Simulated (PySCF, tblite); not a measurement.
**C6H6BN: geometry, infrared bands and NMR shifts**

Aim: predict the infrared bands and NMR shifts of C6H6BN (`C#CBn1cccc1`).

Computed with tblite 0.8.0 and PySCF 2.14.0, with density-fitted response routines of our own, on a single molecule in the gas phase. Atoms count from 0, in the outputs and in this text.

## (1) The starting structure

14 atoms, charge 0, multiplicity 1; geometry from: force field or distance geometry start.

Bonds of the start (Å): C0–C1 1.22, C1–B2 1.52, B2–N3 1.54, N3–C4 1.36, C4–C5 1.38, C5–C6 1.38, C6–C7 1.38, C7–N3 1.34, C0–H8 1.06, B2–H9 1.18, C4–H10 1.08, C5–H11 1.08, C6–H12 1.08, C7–H13 1.09.

## (2) Optimising the geometry with GFN2-xTB

What the job is given:

```
{"job": {"kind": "relax", "xc": "GFN2-xTB", "basis": "xTB"}, "charge": 0, "multiplicity": 1}
C      3.415900     0.634400     0.711200
C      2.498800     0.177600     0.054000
B      1.359400    -0.421600    -0.758200
N     -0.104100    -0.212600    -0.344000
C     -0.548300     0.449600     0.752500
C     -1.931000     0.406300     0.785800
C     -2.330900    -0.318900    -0.316100
C     -1.178000    -0.688700    -0.979200
H      4.205600     1.041800     1.282800
H      1.593600    -1.034800    -1.734900
H      0.085400     0.947000     1.465300
H     -2.567800     0.852300     1.539600
H     -3.354700    -0.554700    -0.583400
H     -1.144500    -1.278300    -1.897500
```

Launch:

```
$ OMP_NUM_THREADS=1 python probes_run.py task.json out
```

This one command runs all jobs of the session in turn.

**Question.** This job is followed by: GFN2-xTB harmonic vibrations, gas phase; GIAO PBE0/pcSseg-1 NMR shielding, non-relativistic, gas phase. Predict these results of the whole session: strongest single infrared mode (GFN2-xTB); zero-point energy (GFN2-xTB); 13C shifts against TMS (PBE0/pcSseg-1, means over atoms taken as alike); 1H shifts against TMS (PBE0/pcSseg-1, means over atoms taken as alike); 11B shifts against BF3·OEt2 (PBE0/pcSseg-1); 15N shifts against NH3 (PBE0/pcSseg-1); surface potential, 1st and 99th percentile.

The runs gave:

| quantity | value |
| --- | --- |
| strongest single infrared mode (GFN2-xTB) | 1326 cm⁻¹, 205 km/mol |
| zero-point energy (GFN2-xTB) | 64.2 kcal/mol |
| 13C shifts against TMS (PBE0/pcSseg-1, means over atoms taken as alike) | 132.4, 122.5, 114.8, 94.2 ppm |
| 1H shifts against TMS (PBE0/pcSseg-1, means over atoms taken as alike) | 7.29, 6.71, 5.32, 3.23 ppm |
| 11B shifts against BF3·OEt2 (PBE0/pcSseg-1) | 32.9 ppm |
| 15N shifts against NH3 (PBE0/pcSseg-1) | 232.8 ppm |
| surface potential, 1st and 99th percentile | -0.76 V and 1.65 V |

In words: The optimisation took 38 steps and gained 0.336 eV; among the close pairs (by a distance rule), B2–N3 changed most, from 1.535 to 1.417 Å. All 36 modes are real, so the xTB geometry is a minimum. The strongest single mode, at 1326 cm⁻¹, has its largest shares on C5, C6, N3 and B2 (the list is cut at 4 atoms). Unscaled tight-binding wavenumbers are off by several per cent, some by more. Its intensities can rank the bands wrongly. NICS(1)zz of -24 ppm above the planar ring from N3 marks a diatropic (aromatic) ring current. At PBE0/pcSseg-1, counted by nearest atom on the grid, the HOMO lies on C4, C7 about 30 % each; C5, C6 about 13 % each, the LUMO on B2 37 %; C0 18 %.
